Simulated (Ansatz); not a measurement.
# CH4F2OSeTi: up Jacob's ladder to CCSD(T)

An exercise on one series of results from a longer session: the logs are not shown, and one member is left open.

The runs use Ansatz 0.2.0, Gaussian basis; functionals in def2-TZVPP, the program's frozen cores in correlated methods.

Levels to be run: PBE-D4, r2SCAN-D4, PBE0-D4, B3LYP-D4, ωB97X-V, ωB97M-V, B2PLYP; CCSD(T)/def2-TZVPP; MP2/def2-QZVPP; extrapolation to the limit.

## Structure used throughout

An earlier PBE0-D4 in a triple-zeta def2 set relaxation fixed the geometry.

10 atoms, charge 0, spin multiplicity 1.

Atoms are counted from 1 here; the program's logs count them from 0.

Bond lengths: C1–O2 1.395 Å, C1–H7 1.093 Å, C1–H8 1.093 Å, C1–H9 1.093 Å, O2–Ti3 1.731 Å, Ti3–F4 1.758 Å, Ti3–F5 1.758 Å, Ti3–Se6 2.427 Å, Se6–H10 1.473 Å. Angles: O2–C1–H7 109.8°, O2–C1–H8 109.3°, O2–C1–H9 109.8°, H7–C1–H8 109.2°, H7–C1–H9 109.5°, H8–C1–H9 109.2°, C1–O2–Ti3 173.9°, O2–Ti3–F4 112.0°, O2–Ti3–F5 112.0°, O2–Ti3–Se6 103.0°, F4–Ti3–F5 108.6°, F4–Ti3–Se6 110.6°, F5–Ti3–Se6 110.6°, Ti3–Se6–H10 90.1°.

Geometry (Å):

```mol
CH4F2OSeTi
  3D, bonds by distance, orders not assigned

 10  9  0  0  0  0  0  0  0  0999 V2000
    0.2409   -1.5454   -1.2553 C   0  0
    0.1603   -0.5013   -0.3333 O   0  0
    0.2004    0.7137    0.8993 Ti  0  0
    1.6986    1.6336    0.8683 F   0  0
   -0.0054    0.0288    2.5056 F   0  0
   -1.6846    2.1324    0.3294 Se  0  0
    1.2054   -1.5138   -1.7677 H   0  0
   -0.5601   -1.4392   -1.9909 H   0  0
    0.1317   -2.5034   -0.7413 H   0  0
   -1.3871    2.9947    1.4860 H   0  0
  1  2  8  0
  2  3  8  0
  3  4  8  0
  3  5  8  0
  3  6  8  0
  1  7  8  0
  1  8  8  0
  1  9  8  0
  6 10  8  0
M  END
```

The first run:

Contents of in.yaml:

```yaml
crystal:
  periodic: [false, false, false]
  atoms:
    - {symbol: C, position_ang: [0.240893, -1.545433, -1.255323]}
    - {symbol: O, position_ang: [0.160273, -0.501306, -0.333324]}
    - {symbol: Ti, position_ang: [0.200398, 0.713668, 0.899320]}
    - {symbol: F, position_ang: [1.698554, 1.633617, 0.868298]}
    - {symbol: F, position_ang: [-0.005424, 0.028789, 2.505592]}
    - {symbol: Se, position_ang: [-1.684635, 2.132388, 0.329396]}
    - {symbol: H, position_ang: [1.205436, -1.513830, -1.767696]}
    - {symbol: H, position_ang: [-0.560089, -1.439182, -1.990940]}
    - {symbol: H, position_ang: [0.131714, -2.503430, -0.741319]}
    - {symbol: H, position_ang: [-1.387122, 2.994719, 1.485997]}
basis:
  gaussian: {orbitals: def2-TZVPP}
hamiltonian: {xc: pbe, dispersion: d4}
output: {forces: true, orbitals: {seedname: orbitals}}
```

Launch:

```
ansatz run in.yaml --threads 2 --pin off --events-out ev --progress --plain --max-ram 22528MiB --backend cuda --devices 0, --max-vram 18GiB
```

Among the steps run: PBE-D4 (GGA); r2SCAN-D4 (meta-GGA); PBE0-D4 (hybrid); B3LYP-D4 (hybrid); ωB97X-V (range-separated); ωB97M-V (range-separated); B2PLYP (double hybrid).

One table of the session follows, with a row left open; its other results are not shown here.

| functional | HOMO (eV) | LUMO (eV) | gap (eV) |
| --- | --- | --- | --- |
| PBE-D4 | -6.14 | -3.17 | 2.97 |
| r2SCAN-D4 | -6.43 | -3.14 | 3.30 |
| PBE0-D4 | -7.30 | -2.27 | 5.03 |
| B3LYP-D4 | -7.07 | -2.53 | 4.54 |
| ωB97X-V | ? | ? | ? |
| ωB97M-V | -9.41 | -0.07 | 9.34 |

Q: Estimate the row for ωB97X-V from the others.

**Answer.** HOMO (eV): -9.52; LUMO (eV): -0.05; gap (eV): 9.47. In the column «HOMO (eV)» it is the lowest.
